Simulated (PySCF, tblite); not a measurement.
**C₂H₁₁PSSi₂: geometry, infrared bands and NMR shifts**

Aim: predict the infrared bands and NMR shifts of C₂H₁₁PSSi₂ (`CCS[SiH2]P[SiH3]`).

Computed with tblite 0.8.0 and PySCF 2.14.0, with density-fitted response routines of our own, on a single molecule in the gas phase. Atoms are numbered from 0 throughout.

## 1. The molecule as given

17 atoms, charge 0, multiplicity 1; geometry from: force field or distance geometry start.

Bonds of the start (Å): C0–C1 1.50, C1–S2 1.84, S2–Si3 2.14, Si3–P4 2.19, P4–Si5 2.20, C0–H6 1.13, C0–H7 1.10, C0–H8 1.10, C1–H9 1.11, C1–H10 1.11, Si3–H11 1.48, Si3–H12 1.50, P4–H13 1.43, Si5–H14 1.47, Si5–H15 1.46, Si5–H16 1.47.

## 2. Relaxing the molecule with GFN2-xTB

Job settings and geometry (Å):

```
{"job": {"kind": "relax", "xc": "GFN2-xTB", "basis": "xTB"}, "charge": 0, "multiplicity": 1}
C     -2.606600    -0.256900    -0.655400
C     -2.434800     0.627100     0.541300
S     -0.644600     0.927300     0.840000
Si     0.471600    -0.899700     0.801600
P      2.603000    -0.436700     0.958700
Si     3.184900     0.542300    -0.925000
H     -3.383200     0.248800    -1.298400
H     -1.694300    -0.333500    -1.270300
H     -2.943000    -1.252600    -0.328600
H     -2.910900     1.624800     0.433300
H     -2.798400     0.092400     1.448500
H      0.255300    -1.526900    -0.518000
H      0.000800    -1.821900     1.885600
H      2.974400     0.307000     2.128200
H      2.714000     1.933900    -1.027800
H      4.644600     0.458700    -1.007800
H      2.560300    -0.222100    -2.015700
```

Command:

```
$ OMP_NUM_THREADS=1 python probes_run.py task.json out
```

The driver reads the jobs from task.json and runs them one after another.

**Question.** This job is followed by: GFN2-xTB harmonic vibrations, gas phase; GIAO PBE0/pcSseg-1 NMR shielding, non-relativistic, gas phase. Predict these results of the whole session: strongest single infrared mode (GFN2-xTB); zero-point energy (GFN2-xTB); 13C shifts against TMS (PBE0/pcSseg-1); 1H shifts against TMS (PBE0/pcSseg-1, means over atoms taken as alike); 33S shifts against CS2 (PBE0/pcSseg-1); 29Si shifts against TMS (PBE0/pcSseg-1); 31P shifts against H3PO4 (PBE0/pcSseg-1).

The runs gave:

| quantity | value |
| --- | --- |
| strongest single infrared mode (GFN2-xTB) | 753 cm⁻¹, 511 km/mol |
| zero-point energy (GFN2-xTB) | 73.5 kcal/mol |
| 13C shifts against TMS (PBE0/pcSseg-1) | 31.0, 19.6 ppm |
| 1H shifts against TMS (PBE0/pcSseg-1, means over atoms taken as alike) | 5.08, 4.16, 2.59, 1.34, 0.65 ppm |
| 33S shifts against CS2 (PBE0/pcSseg-1) | -129 ppm |
| 29Si shifts against TMS (PBE0/pcSseg-1) | -30.3, -86.1 ppm |
| 31P shifts against H3PO4 (PBE0/pcSseg-1) | -321.8 ppm |

What this shows: The optimisation took 114 steps and gained 0.707 eV; among the close pairs (by a distance rule), P4–H13 changed most, from 1.435 to 1.376 Å. No mode is imaginary among the 45: a minimum at this level. GFN2-xTB is a fitted tight-binding method: band positions and strengths are rough. Its intensities can rank the bands wrongly. At PBE0/pcSseg-1: The largest span, 383 ppm, is at S2, where the paramagnetic term is -429 ppm.
